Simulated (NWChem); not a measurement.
# One shape, several levels: BP2H5O (SMILES OB(P)P)

Wanted: a comparison of 5 runs (HF/def2-SVP, B3LYP/6-311G**, CAM-B3LYP/STO-3G, BLYP/3-21G, PBE0/def2-SVP) of BP2H5O. 

Program for the calculation: NWChem 7.3.0.

## Step 1: The structure to begin with

BP2H5O: 9 atoms, total charge 0, spin state singlet. As SMILES, `OB(P)P`. Geometry: relaxed at GFN2-xTB. This is one conformer, not always the lowest.

Bond lengths: O1–B2 1.329 Å, B2–P3 1.915 Å, B2–P4 1.929 Å, O1–H5 0.960 Å, P3–H6 1.379 Å, P3–H7 1.382 Å, P4–H8 1.384 Å, P4–H9 1.380 Å. Angles: O1–B2–P3 114.8°, O1–B2–P4 122.3°, P3–B2–P4 122.2°, B2–O1–H5 120.6°, B2–P3–H6 96.2°, B2–P3–H7 97.7°, B2–P4–H8 96.2°, B2–P4–H9 97.8°, H6–P3–H7 94.2°, H8–P4–H9 93.6°.

## Step 2: Energy and forces at HF/def2-SVP (run 1)

The input, bh5op2.xyz:

```xyz
9

O     -0.539270     1.137550    -1.099550
B     -0.119010     0.079930    -0.412410
P      1.748660    -0.303270    -0.591160
P     -1.339000    -1.133200     0.458870
H     -1.475300     1.342520    -1.158290
H      2.164230     1.009620    -0.665680
H      2.042660    -0.425790     0.753850
H     -1.977010    -0.176360     1.229080
H     -0.505950    -1.531000     1.485270
```

The input, run.py:

```python
from ase.io import read
from ase.calculators.nwchem import NWChem

mol = read('bh5op2.xyz')

calc = NWChem(
    label='bh5op2',
    theory='scf',
    memory='2200 mb',
    basis='def2-SVP',
    basispar='spherical bse',
    scf={'nopen': '0', 'rhf': None, 'thresh': '1e-08', 'maxiter': '80'},
)
mol.calc = calc

forces = mol.get_forces()
print(f"energy = {mol.get_potential_energy():.6f} eV")
print("forces (eV/A):")
for s, f in zip(mol.symbols, forces):
    print(f"{s:2s} {f[0]:10.5f} {f[1]:10.5f} {f[2]:10.5f}")
print("dipole (e A):", mol.get_dipole_moment().round(4))
```

On the command line:

```sh
$ export ASE_NWCHEM_COMMAND="nwchem PREFIX.nwi > PREFIX.nwo"
$ python run.py
```

Log:

```text
energy = -21325.164022 eV
forces (eV/A):
O    -1.15731    1.05935   -0.58076
B    -0.06371   -0.32869   -0.10480
P     0.24461   -0.52173   -0.34345
P    -0.27321   -0.36232   -0.37579
H     0.84255   -0.34581    0.20240
H     0.31707    0.73698   -0.27562
H     0.19638   -0.32895    0.71538
H    -0.57516    0.51833    0.29187
H     0.46871   -0.42711    0.47077
dipole (e A): [-0.3251  0.3122  0.195 ]
```

The calculator wrote bh5op2.nwi:

```
title "bh5op2"

permanent_dir bh5op2

scratch_dir bh5op2

start bh5op2

geometry units angstrom nocenter noautosym noautoz
  O  -5.3927000000000003e-01 1.1375500000000001e+00 -1.0995500000000000e+00
  B  -1.1901000000000000e-01 7.9930000000000001e-02 -4.1241000000000000e-01
  P  1.7486600000000001e+00 -3.0326999999999998e-01 -5.9116000000000002e-01
  P  -1.3390000000000000e+00 -1.1332000000000000e+00 4.5887000000000000e-01
  H  -1.4753000000000001e+00 1.3425199999999999e+00 -1.1582900000000000e+00
  H  2.1642299999999999e+00 1.0096200000000000e+00 -6.6568000000000005e-01
  H  2.0426600000000001e+00 -4.2579000000000000e-01 7.5385000000000002e-01
  H  -1.9770099999999999e+00 -1.7635999999999999e-01 1.2290800000000000e+00
  H  -5.0595000000000001e-01 -1.5309999999999999e+00 1.4852700000000001e+00
end

memory 2200 mb

basis spherical bse noprint
   * library def2-SVP
end

scf
  nopen 0
  rhf
  thresh 1e-08
  maxiter 80
end

task scf gradient
```

bh5op2.nwo:

```text
Northwest Computational Chemistry Package (NWChem) 7.3.0
             --------------------------------------------------------

           Job information
           ---------------

    nwchem branch   = 7.3.0
    use scalapack   = T
    input           = bh5op2.nwi
    prefix          = bh5op2.
    data base       = bh5op2/bh5op2.db
    status          = startup
    nproc           =        1

           Memory information
           ------------------

    heap     =     72089596 doubles =      550.0 Mbytes
    stack    =     72089601 doubles =      550.0 Mbytes
    global   =    144179200 doubles =     1100.0 Mbytes (distinct from heap & stack)
    total    =    288358397 doubles =     2200.0 Mbytes
    verify   = yes
    hardfail = no

[... 134 lines left out ...]
 Convergence threshold     :          1.000E-08
[... 13 lines left out ...]
       Final RHF  results
[... 3 lines left out ...]
      One-electron energy =  -1463.427959940625
[... 1 line left out ...]
 Nuclear repulsion energy =    191.031649644296
[... 42 lines left out ...]
                       ROHF Final Molecular Orbital Analysis
[... 243 lines left out ...]
                         RHF ENERGY GRADIENTS

    atom               coordinates                        gradient
                 x          y          z           x          y          z
   1 O      -1.019073   2.149658  -2.077848    0.022506  -0.020601   0.011294
   2 B      -0.224896   0.151046  -0.779342    0.001239   0.006392   0.002038
   3 P       3.304488  -0.573097  -1.117130   -0.004757   0.010146   0.006679
[... 5 lines of this table left out ...]
   9 H      -0.956107  -2.893170   2.806753   -0.009115   0.008306  -0.009155

                 ----------------------------------------
                 |  Time  |  1-e(secs)   |  2-e(secs)   |
                 ----------------------------------------
                 |  CPU   |       0.01   |       1.77   |
                 ----------------------------------------
                 |  WALL  |       0.01   |       1.77   |
                 ----------------------------------------

 Task  times  cpu:       10.2s     wall:       10.2s
 Total times  cpu:       10.2s     wall:       10.2s
```

Run time: 11 s. Hardware: 1 thread of Intel Xeon 6975P-C (Granite Rapids), shared host; peak memory 0.099 GiB.

## Step 3: Energy and gradient at B3LYP/6-311G(d,p) (run 2)

bh5op2.xyz is that of step 2.

The input, bh5op2.nw:

```
start bh5op2
memory 2200 mb

geometry units angstrom noautosym nocenter noautoz
  load bh5op2.xyz
end

basis spherical bse
  * library 6-311G**
end

dft
  xc b3lyp
  mult 1
  grid fine
  convergence energy 1e-08
  iterations 100
  mulliken
  print low
end

task dft gradient
```

On the command line:

```sh
$ nwchem bh5op2.nw > bh5op2.out
```

Log:

```text
[...]
 d= 0,ls=0.0,diis     1   -785.8310781785 -9.77D+02  7.28D-03  1.46D+00     2.3
[...]
 d= 0,ls=0.0,diis    10   -785.9127111288 -5.26D-09  2.79D-07  3.04D-09    18.9
         Total DFT energy =     -785.912711128793
      One electron energy =    -1464.589238925930
           Coulomb energy =      548.811687334909
    Exchange-Corr. energy =      -61.166809182069
 Nuclear repulsion energy =      191.031649644296
[...]
      Total Density - Mulliken Population Analysis
     ---------------------------------------------
    Atom       Charge   Shell Charges
 -----------   ------   -------------------------------------------------------
    1 O    8     8.29   1.08  0.91  0.99  1.00  2.08  0.72  1.50  0.01
    2 B    5     5.04   1.13  0.86  0.47  0.68  1.03  0.32  0.40  0.15
    3 P   15    14.92   0.79  1.18  0.91  1.07  0.92  0.85  2.04  3.84  0.72  2.00  0.52  0.08
    4 P   15    14.94   0.79  1.18  0.91  1.07  0.92  0.87  2.04  3.84  0.72  2.01  0.53  0.08
    5 H    1     0.74   0.27  0.36  0.05  0.07
    6 H    1     1.01   0.26  0.57  0.16  0.02
    7 H    1     1.02   0.26  0.57  0.18  0.02
    8 H    1     1.02   0.26  0.57  0.17  0.02
    9 H    1     1.02   0.26  0.57  0.17  0.02
[...]
                         DFT ENERGY GRADIENTS
    atom               coordinates                        gradient
                 x          y          z           x          y          z
   1 O      -1.019073   2.149658  -2.077848    0.003384  -0.021997   0.015736
   2 B      -0.224896   0.151046  -0.779342   -0.001312   0.011704  -0.008897
   3 P       3.304488  -0.573097  -1.117130   -0.001038   0.015292   0.012612
   4 P      -2.530343  -2.141437   0.867139    0.005738   0.010037   0.015913
   5 H      -2.787913   2.536995  -2.188851    0.003214   0.003184  -0.003077
   6 H       4.089802   1.907905  -1.257953   -0.005982  -0.017352   0.003696
   7 H       3.860068  -0.804626   1.424570   -0.003323   0.004557  -0.016259
   8 H      -3.736007  -0.333272   2.322624    0.009980  -0.012397  -0.007906
   9 H      -0.956107  -2.893170   2.806753   -0.010661   0.006971  -0.011816
 Task  times  cpu:       23.9s     wall:       23.9s
[...]
```

It took 25 s on 1 thread of Intel Xeon 6975P-C (Granite Rapids), shared host; peak memory 0.13 GiB.

Run 3 isn't shown in full; the table further down has it.

## Step 4: Energy and gradient at BLYP/3-21G (run 4)

The input, test.nw:

```
start test
title "BH5OP2 gradient"
memory stack 880 mb heap 220 mb global 1100 mb
geometry noautosym nocenter noautoz
   O    -0.539270    1.137550   -1.099550
   B    -0.119010    0.079930   -0.412410
   P     1.748660   -0.303270   -0.591160
   P    -1.339000   -1.133200    0.458870
   H    -1.475300    1.342520   -1.158290
   H     2.164230    1.009620   -0.665680
   H     2.042660   -0.425790    0.753850
   H    -1.977010   -0.176360    1.229080
   H    -0.505950   -1.531000    1.485270
end
basis spherical bse
   * library 3-21G
end
dft
   xc becke88 lyp
   grid xfine
   convergence energy 1e-08
   iterations 100
   mulliken
   noprint "final vectors analysis"
end
task dft gradient
```

On the command line:

```sh
$ nwchem test.nw > test.out
```

Log:

```text
[...]
          Wavefunction type:  closed shell.
          No. of atoms     :     9
          No. of electrons :    48
[...]
          Charge           :     0
          Spin multiplicity:     1
[...]
          AO basis - number of functions:    54
[...]
              XC Information
              --------------
                    Becke 1988 Exchange Functional  1.000
              Lee-Yang-Parr Correlation Functional  1.000
[...]
 d= 0,ls=0.0,diis     1   -781.5937098664 -9.73D+02  3.87D-02  7.60D-01     1.4
[...]
 d= 0,ls=0.0,diis    11   -781.6872219287 -1.36D-09  5.39D-07  5.47D-10    12.6
         Total DFT energy =     -781.687221928725
      One electron energy =    -1459.286765096343
           Coulomb energy =      547.439630982119
    Exchange-Corr. energy =      -60.871737458797
 Nuclear repulsion energy =      191.031649644296
[...]
      Total Density - Mulliken Population Analysis
     ---------------------------------------------
    Atom       Charge   Shell Charges
 -----------   ------   -------------------------------------------------------
    1 O    8     8.45   1.98  0.43  2.20  1.43  2.41
    2 B    5     4.95   1.99  0.40  1.29  0.58  0.69
    3 P   15    15.02   2.00  1.97  5.85  0.86  2.02  1.02  1.30
    4 P   15    15.03   2.00  1.97  5.85  0.85  2.02  1.02  1.32
    5 H    1     0.63   0.44  0.19
    6 H    1     0.97   0.47  0.50
    7 H    1     0.98   0.46  0.52
    8 H    1     0.99   0.46  0.52
    9 H    1     0.97   0.46  0.51
[...]
  wavefunction    = closed shell
                         DFT ENERGY GRADIENTS
    atom               coordinates                        gradient
                 x          y          z           x          y          z
   1 O      -1.019073   2.149658  -2.077848   -0.017727  -0.038183   0.027399
   2 B      -0.224896   0.151046  -0.779342   -0.010723   0.032258  -0.019936
   3 P       3.304488  -0.573097  -1.117130    0.000778   0.025962   0.021566
   4 P      -2.530343  -2.141437   0.867139    0.007722   0.019300   0.026109
   5 H      -2.787913   2.536995  -2.188851    0.037197  -0.008805   0.002834
   6 H       4.089802   1.907905  -1.257953   -0.010768  -0.027813   0.004899
   7 H       3.860068  -0.804626   1.424570   -0.006753   0.005737  -0.027089
   8 H      -3.736007  -0.333272   2.322624    0.016566  -0.019613  -0.015371
   9 H      -0.956107  -2.893170   2.806753   -0.016292   0.011156  -0.020411
[...]
```

Run time: 15 s. Hardware: 1 thread of Intel Xeon 6975P-C (Granite Rapids), shared host; peak memory 0.14 GiB.

## Step 5: Energy and gradient at PBE0/def2-SVP (run 5)

The input, test.nw:

```
echo
start test
memory total 2200 mb
charge 0

geometry units au noautosym nocenter noautoz
   O   -1.01907261   2.14965795  -2.07784836
   B   -0.22489631   0.15104581  -0.77934195
   P    3.30448849  -0.57309724  -1.11713050
   P   -2.53034328  -2.14143764   0.86713863
   H   -2.78791295   2.53699512  -2.18885087
   H    4.08980197   1.90790529  -1.25795289
   H    3.86006797  -0.80462649   1.42457004
   H   -3.73600745  -0.33327210   2.32262459
   H   -0.95610693  -2.89317070   2.80675352
end

basis spherical bse
   * library def2-SVP
end

dft
   xc pbe0
   mult 1
   grid xfine
   convergence energy 1e-08
   maxiter 100
   mulliken
end

task dft gradient
```

On the command line:

```sh
$ nwchem test.nw > test.out
```

Log:

```text
[...]
          Wavefunction type:  closed shell.
          No. of atoms     :     9
          No. of electrons :    48
[...]
          Charge           :     0
          Spin multiplicity:     1
[...]
          AO basis - number of functions:    89
[...]
              XC Information
              --------------
                         PBE0 Method XC Functional
                     Hartree-Fock (Exact) Exchange  0.250
          PerdewBurkeErnzerhof Exchange Functional  0.750
            Perdew 1991 LDA Correlation Functional  1.000 local
           PerdewBurkeErnz. Correlation Functional  1.000 non-local
[...]
 d= 0,ls=0.0,diis     1   -785.0950630990 -9.76D+02  1.31D-02  5.16D-01     2.8
[...]
 d= 0,ls=0.0,diis    10   -785.1595382015 -1.20D-09  2.37D-07  5.09D-10    24.7
         Total DFT energy =     -785.159538201514
      One electron energy =    -1463.956228470641
           Coulomb energy =      548.447383974847
    Exchange-Corr. energy =      -60.682329562228
 Nuclear repulsion energy =      191.031635856507
[...]
  wavefunction    = closed shell
                         DFT ENERGY GRADIENTS
    atom               coordinates                        gradient
                 x          y          z           x          y          z
   1 O      -1.019073   2.149658  -2.077848    0.002534  -0.020371   0.014140
   2 B      -0.224896   0.151046  -0.779342   -0.001878   0.011271  -0.008014
   3 P       3.304488  -0.573097  -1.117131    0.003486   0.018102   0.014616
   4 P      -2.530343  -2.141438   0.867139    0.004166   0.009720   0.020802
   5 H      -2.787913   2.536995  -2.188851    0.003461   0.003377  -0.003083
   6 H       4.089802   1.907905  -1.257953   -0.006499  -0.019988   0.003745
   7 H       3.860068  -0.804626   1.424570   -0.003677   0.004679  -0.019058
   8 H      -3.736007  -0.333272   2.322625    0.011057  -0.014265  -0.009326
   9 H      -0.956107  -2.893171   2.806754   -0.012650   0.007475  -0.013822
[...]
```

Run time: 30 s. Hardware: 1 thread of Intel Xeon 6975P-C (Granite Rapids), shared host; peak memory 0.14 GiB.

## Step 6: All runs side by side

| run | level | iteration cap | module | energy (Eh) | dipole moment (D) | HOMO energy (eV) | LUMO energy (eV) | wall time |
| --- | --- | --- | --- | --- | --- | --- | --- | --- |
| 1 | HF/def2-SVP | 80 | scf | -783.685329 | 2.36 | -9.40 | 3.17 | 11 s |
| 2 | B3LYP/6-311G** | 100 | dft | -785.912711 | – | – | – | 25 s |
| 3 | CAM-B3LYP/STO-3G | 100 | dft | -776.645548 | 2.09 | -4.97 | 4.91 | 10 s |
| 4 | BLYP/3-21G | 100 | dft | -781.687222 | 2.97 | – | – | 15 s |
| 5 | PBE0/def2-SVP | 100 | dft | -785.159538 | 2.36 | -6.83 | -0.41 | 30 s |

## Step 7: Summary of results

```
                       quantity          value
            run 5: total energy  -785.15954 Eh
           run 5: dipole moment         2.36 D
             run 5: HOMO energy       -6.83 eV
             run 5: LUMO energy       -0.41 eV
           run 5: HOMO–LUMO gap        6.42 eV
run 5: largest force on an atom     1.282 eV/Å
```

What this shows: Over runs 1, 3, 4, 5 the dipole moment (its size) runs from 2.09 D (CAM-B3LYP/STO-3G) to 2.97 D (BLYP/3-21G). The two ends differ in method and basis. Over runs 1, 3, 5 the HOMO–LUMO gap runs from 6.42 eV (PBE0/def2-SVP) to 12.57 eV (HF/def2-SVP). Exact exchange widens orbital gaps. Totals of different functionals can't be ranked against each other. In run 3 the basis is minimal, so the values are rough. All runs together took 92 s, the longest 30 s.
